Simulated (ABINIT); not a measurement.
GdO: single point with PBEsol

GdO:

```
Gd O
1.0
     0.00000    2.70000    2.70000
     2.70000    0.00000    2.70000
     2.70000    2.70000    0.00000
Gd O
1 1
Direct
  0.00000 0.00000 0.00000
  0.75000 0.75000 0.75000
```

```json
{
  "Program": "ABINIT 10.8.3 (patched build)",
  "Task": "single point",
  "Functional": "PBEsol",
  "Potentials or basis": "JTH PAW PBE v2.0",
  "Cutoff": "626 eV",
  "k mesh": "9 × 9 × 9",
  "Occupations": "fermi-dirac, width 0.05 eV",
  "Spin": "collinear spin, ferromagnetic start",
  "Starting moments": "[7.0, 0.0] μB",
  "Fine-grid cutoff": "1224.51 eV"
}
```

```json
{
 "Pressure": "-4.8 GPa",
 "Band gap on the k mesh": "none (metal or under the smearing width)",
 "Net moment": "0.08 μB per cell",
 "Site moments": "Gd +0.43; O -0.02 μB",
 "Valence electrons inside the program's atomic spheres": "Gd 15.59; O 4.51"
}
```

Levels at points of the mesh, in eV from the Fermi level:
Spin up:
```tsv
k point	band 10	band 11	band 12	band 13	band 14	band 15
(0.00, 0.00, 0.00)	-1.25	-1.25	-1.25	-0.34	0.33	0.33
```
Spin down:
| k point | band 9 | band 10 | band 11 | band 12 | band 13 | band 14 | band 15 | band 16 |
| --- | --- | --- | --- | --- | --- | --- | --- | --- |
| (0.00, 0.00, 0.00) | -2.02 | -1.05 | -1.05 | -1.05 | 0.29 | 0.29 | 0.29 | 0.90 |

Wall time 6.4 min on 1 thread of Arm Neoverse V1 (shared host), peak memory 0.2 GiB.

Caveat: the PAW data sets were made with another functional, which shifts forces and pressure a little; spin-orbit coupling is left out, which moves the levels of the heavy elements; the moment fell far below its start of 7 μB, so a state of higher moment may lie lower in energy; without U or exact exchange the open f shell lies at the Fermi level, which spoils levels, moments and volumes. With open d or f shells a metallic result of PBEsol can be an artefact of self-interaction; +U or a hybrid may open a gap.
